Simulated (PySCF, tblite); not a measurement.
# C6H11AlCl2: geometry, infrared bands and NMR shifts

What infrared bands and NMR shifts should C6H11AlCl2 (`C=CC[C](C)(C)[Al]([Cl])[Cl]`) show?

Programs: tblite 0.8.0 and PySCF 2.14.0, with density-fitted response routines of our own. Each step states its level of theory. These are calculated values for one molecule in the gas phase, unless marked as measured. Atoms count from 0, in the outputs and in this text.

## 1. Starting geometry

20 atoms, charge 0, multiplicity 1; geometry from: force field or distance geometry start.

Bonds of the start (Å): C0–C1 1.36, C1–C2 1.49, C2–C3 1.49, C3–C4 1.50, C3–C5 1.52, C3–Al6 1.99, Al6–Cl7 2.20, Al6–Cl8 2.22, C0–H9 1.06, C0–H10 1.08, C1–H11 1.07, C2–H12 1.10, C2–H13 1.11, C4–H14 1.12, C4–H15 1.12, C4–H16 1.11, C5–H17 1.12, C5–H18 1.10, C5–H19 1.11.

## 2. Geometry optimisation with GFN2-xTB

Job settings and geometry (Å):

```
{"job": {"kind": "relax", "xc": "GFN2-xTB", "basis": "xTB"}, "charge": 0, "multiplicity": 1}
C      2.530000     1.279900     0.270600
C      1.391100     1.170100    -0.465900
C      0.866100    -0.213900    -0.611100
C     -0.522400    -0.384500    -0.087500
C     -1.511100     0.522400    -0.763900
C     -0.973100    -1.808500    -0.386500
Al    -0.688100    -0.009300     1.854900
Cl    -0.528000    -1.522500     3.445500
Cl    -1.475700     1.990500     2.418300
H      3.008000     2.205700     0.467400
H      2.956000     0.377700     0.689500
H      0.928900     2.043300    -0.887900
H      1.534800    -0.911500    -0.089100
H      0.861700    -0.485700    -1.691100
H     -0.935800     1.257700    -1.377000
H     -2.142700     1.033900     0.008800
H     -2.207600    -0.067600    -1.398800
H     -0.869500    -2.432400     0.532500
H     -1.983300    -1.808600    -0.818900
H     -0.244600    -2.226000    -1.112900
```

Launch:

```console
$ OMP_NUM_THREADS=1 python probes_run.py task.json out
```

This one command runs all jobs of the session in turn.

**Question.** This job is followed by: GFN2-xTB harmonic vibrations, gas phase; GIAO PBE0/pcSseg-1 NMR shielding, non-relativistic, gas phase. Predict these results of the whole session: strongest single infrared mode (GFN2-xTB); zero-point energy (GFN2-xTB); ¹³C shifts against TMS (PBE0/pcSseg-1, means over atoms taken as alike); ¹H shifts against TMS (PBE0/pcSseg-1, means over atoms taken as alike); ²⁷Al shifts against AlH4- (PBE0/pcSseg-1); ³⁵Cl shifts against HCl (PBE0/pcSseg-1, means over atoms taken as alike); surface potential, 1st and 99th percentile.

**Answer**, as computed:

| quantity | value |
| --- | --- |
| strongest single infrared mode (GFN2-xTB) | 607 cm⁻¹, 135 km/mol |
| zero-point energy (GFN2-xTB) | 96.9 kcal/mol |
| ¹³C shifts against TMS (PBE0/pcSseg-1, means over atoms taken as alike) | 171.8, 120.6, 51.2, 51.2, 29.1 ppm |
| ¹H shifts against TMS (PBE0/pcSseg-1, means over atoms taken as alike) | 7.60, 5.92, 5.43, 2.03, 1.20 ppm |
| ²⁷Al shifts against AlH4- (PBE0/pcSseg-1) | 93.5 ppm |
| ³⁵Cl shifts against HCl (PBE0/pcSseg-1, means over atoms taken as alike) | 33 ppm |
| surface potential, 1st and 99th percentile | -0.68 V and 1.72 V |

What this shows: Relaxing lowered the energy by 1.365 eV in 152 steps; the close pair that moved most is Al6–Cl8, from 2.222 to 2.037 Å. All 54 modes are real, so the xTB geometry is a minimum. The strongest single mode, at 607 cm⁻¹, moves mainly Al6. Unscaled tight-binding wavenumbers are off by several per cent, some by more. Its intensities can rank the bands wrongly. The most deshielded hydrogen is H11 (hydrogen on an alkene CH), at 7.60 ppm: olefinic region. At PBE0/pcSseg-1: Shielding is most anisotropic at C1 (span 290 ppm, paramagnetic term -245 ppm). At PBE0/pcSseg-1, counted by nearest atom on the grid, the HOMO lies on C3 39 %; Al6 16 %, the LUMO on C1 32 %; C0 16 %.
